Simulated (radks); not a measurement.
# Valence configurations of Mo⁺

An exercise on one series of results from a longer session: the logs are not shown, and one member is left open.

The numbers are computed with radks (a radial shooting solver on a logarithmic mesh, Libxc functionals) version 1 (scalar-relativistic Kohn-Sham, PBE, spin-unpolarised, spherical densities, finite nucleus), except any that are marked as measured or tabulated.

**The system**

```
element            : molybdenum (Z = 42)
charge             : +1
electrons          : 41
configuration      : [Kr] 4d5
nuclear rms radius : 4.4091 fm
others tried       : 4d4 5s1; 4d4.5 5s0.5; 4d4.5 5p0.5; 4d4 5s0.5 5p0.5; 4d3.5 5s1 5p0.5; 4d4 5p1; 4d3 5p2; 4d3 5s2; 4d3 5s1 5p1
```

Outer shells as boxes (Hund's rule):

Mo⁺
```
[Kr] core
4d [↑ ][↑ ][↑ ][↑ ][↑ ]
```

The first run:

Settings of this run:

```text
Z 42
configuration [Kr] 4d5
relativity scalar-relativistic
functional pbe,pbe
spin unpolarised
nucleus finite rms 4.4091 fm
c 137.035999084
```

Steps of the session up to this table: [Kr] 4d5.

One of the session's tables, all rows but one given; the rest of the session is left out.

It belongs to the step «[Kr] 4d5». Sizes of the orbitals, from the radial functions (bohr):

```
level     <r>  outermost maximum (interpolated)  90 % within  nodes
   2s  0.1537                             0.130        0.237      1
   2p       ?                                 ?            ?      ?
   3s  0.4289                             0.384        0.634      2
   3p  0.4306                             0.377        0.651      1
   3d  0.4153                             0.323        0.664      0
   4s   1.109                             0.990         1.62      3
   4p   1.239                              1.07         1.84      2
   4d   1.892                              1.38         3.08      1
```

Estimate the missing values for 2p.

The run gave: <r>: 0.1339; outermost maximum (interpolated): 0.104; 90 % within: 0.218; nodes: 0. In the column «<r>» it is the lowest.
